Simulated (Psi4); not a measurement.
# Two attempts at AlH2I (SMILES [H][Al]([H])[I])

Aim: energy and gradient of AlH2I at CCSD(T)/def2-SVP (density fitting, core potential, density fitting for correlation).

The calculation is run with Psi4 1.11.

2 further runs of the same task are left out: 2 set aside as unsound or not needed.

## Step 1: Starting point

The species is AlH2I (4 atoms), meant as a singlet with charge 0. As SMILES, `[H][Al]([H])[I]`. Geometry: a GFN2-xTB relaxation, a rough one for these elements and not checked as a minimum.

Bond lengths: Al1–I4 2.507 Å, Al1–H2 1.536 Å, Al1–H3 1.536 Å. Angles: H2–Al1–I4 121.9°, H3–Al1–I4 121.9°, H2–Al1–H3 116.2°.

## Step 2: Try one

File job.in:

```
memory 1.6 GB

molecule mol {
  0 1
  Al
  H 1 1.53601
  H 1 1.535995 2 116.20915
  I 1 2.506984 3 121.89046 2 -179.65775
  no_reorient
  no_com
}

set reference rhf
set scf_type df
set num_frozen_docc 9
set cc_type df
set diis false
set scf_initial_accelerator none
set guess core
set maxiter 75

energy_value = gradient('ccsd(t)/def2-SVP')
print_variables()
```

Launch:

```bash
$ psi4 job.in job.out -n 1
```

job.out:

```text
Psi4 1.11 release

gradient() will perform analytic gradient computation.
    For method 'CCSD(T)', SCF Algorithm Type (re)set to DISK_DF.

   => Loading Basis Set <=

    Name: DEF2-SVP
    Role: ORBITAL
    Keyword: BASIS

    !!!  WARNING: ECP capability is in beta. Please check occupations closely.  !!!

         ---------------------------------------------------------
                                   SCF
                              RHF Reference
                        1 Threads,   1525 MiB Core
         ---------------------------------------------------------

  ==> Geometry <==

    Molecular point group: c1
    Full point group: C1

    Geometry (in Angstrom), charge = 0, multiplicity = 1:

[... 94 lines left out ...]
                           Total Energy        Delta E     RMS |[F,P]|
[... 2 lines left out ...]
   @DF-RHF iter   2:  -427.42809094738806    9.24088e+01   1.25573e-01
[... 2 lines left out ...]
   @DF-RHF iter  10:  -338.95818050146625    9.59249e+01   1.25379e-01
[... 2 lines left out ...]
   @DF-RHF iter  67:  -434.88282361649476   -9.59249e+01   2.04579e-01
[... 2 lines left out ...]
   @DF-RHF iter  75:  -434.88282361649425   -9.59249e+01   2.04579e-01
[... 1 line left out ...]
PsiException: Could not converge SCF iterations in 75 iterations.

  Failed to converge.

psi4.driver.p4util.exceptions.SCFConvergenceError: Could not converge SCF iterations in 75 iterations.

Printing out the relevant lines from the Psithon --> Python processed input file:
    core.set_global_option("CC_TYPE", "df")
    core.set_global_option("DIIS", "false")
    core.set_global_option("SCF_INITIAL_ACCELERATOR", "none")
    core.set_global_option("GUESS", "core")
    core.set_global_option("MAXITER", 75)
--> energy_value = gradient('ccsd(t)/def2-SVP')
    print_variables()

!------------------------------------------------------!
!                                                      !
!  Could not converge SCF iterations in 75 iterations. !
!                                                      !
!------------------------------------------------------!

    Psi4 run time: 0:00:00.97
```

Run time: 1.9 s. Hardware: 1 thread of Intel Xeon 6975P-C (Granite Rapids), shared host; peak memory 0.16 GiB.

## Step 3: Reading the log

The iterations ended before the threshold was met.

The telling line is `Could not converge SCF iterations in 75 iterations.`. The cause is that the convergence aids are set badly. The sound input differs in these keys, not all of which need be the cause: diis at its default in place of no; scf initial accelerator at its default in place of none; starting guess at its default in place of core.

## Step 4: The mended input

File job.dat:

```
memory 1600 mb

molecule geom {
  Al
  H 1 1.53601
  H 1 1.535995 2 116.20915
  I 1 2.506984 3 121.89046 2 -179.65775
  no_reorient
  no_com
}

set {
  reference rhf
  scf_type df
  num_frozen_docc 9
  cc_type df
}

energy_value, wavefunction = gradient("ccsd(t)/def2-SVP", return_wfn=True)
```

Launch:

```bash
$ psi4 -i job.dat -o job.out -n 1
```

job.out:

```text
[...]
    !!!  WARNING: ECP capability is in beta. Please check occupations closely.  !!!
[...]
  Running in c1 symmetry.
[...]
  Nuclear repulsion =   85.182303803512710
[...]
  Multiplicity = 1
[...]
  Nalpha       = 20
  Nbeta        = 20
[...]
    Number of basis functions: 54
[...]
   @DF-RHF iter   1:  -539.62948381068941   -3.80006e+00   6.43601e-03 ADIIS/DIIS
[...]
   @DF-RHF iter  13:  -539.70461082406871   -5.68434e-13   4.60197e-11 DIIS
[...]
    Orbital Energies [Eh]
    ---------------------
    Doubly Occupied:
       1A    -58.493036     2A     -7.728701     3A     -5.581343
       4A     -5.575567     5A     -5.574428     6A     -4.928953
       7A     -3.247196     8A     -3.244838     9A     -3.244078
      10A     -2.276116    11A     -2.273845    12A     -2.272645
      13A     -2.266866    14A     -2.266818    15A     -0.889431
      16A     -0.576360    17A     -0.457436    18A     -0.432105
      19A     -0.382708    20A     -0.373917
[...]
  @DF-RHF Final Energy:  -539.70461082406871
   => Energetics <=
    Nuclear Repulsion Energy =             85.1823038035127098
    One-Electron Energy =               -1025.6010536601916101
    Two-Electron Energy =                 400.7141390326102623
    Total Energy =                       -539.7046108240685953
[...]
 Multipole Moments:
 ------------------------------------------------------------------------------------
     Multipole            Electronic (a.u.)      Nuclear  (a.u.)        Total (a.u.)
 ------------------------------------------------------------------------------------
 L = 1.  Multiply by 2.5417464519 to convert [e a0] to [Debye]
 Dipole X            :          0.1735882           -0.1816504           -0.0080622
 Dipole Y            :        -31.9204783           32.3373950            0.4169168
 Dipole Z            :        -19.8684195           20.1280123            0.2595929
 Magnitude           :                                                    0.4911955
[...]
	Warning: cc_lambda option is changed to TRUE
	For this residual convergence, default PCG convergence is:     1.00e-07
[...]
	DF-MP2 Total Energy (a.u.)         :  -539.88770994842457
[...]
	DF-CCSD Total Energy (a.u.)        :  -539.91140569864831
[...]
	DF-CCSD(T) Total Energy (a.u.)     :  -539.91553881672178
[...]
```

Wall time 12 s (1 thread of Intel Xeon 6975P-C (Granite Rapids), shared host); peak memory 0.63 GiB.

## Step 5: Summary of results

At CCSD(T)/def2-SVP (density fitting, core potential, density fitting for correlation):

| quantity | value |
| --- | --- |
| total energy | -539.91554 Eh |
| HOMO energy (Hartree–Fock orbitals) | -10.17 eV |
| LUMO energy (Hartree–Fock orbitals) | 0.85 eV |
| HOMO–LUMO gap (Hartree–Fock orbitals) | 11.02 eV |
| correlation energy (9 core orbitals frozen) | -210.9 mEh |
| (T) correction | -4.13 mEh |
| largest force on an atom | 0.648 eV/Å |

In words: The triples make up 2.0 % of the correlation energy. The largest force is 0.65 eV/Å: the shape isn't a stationary point for this species at this level.
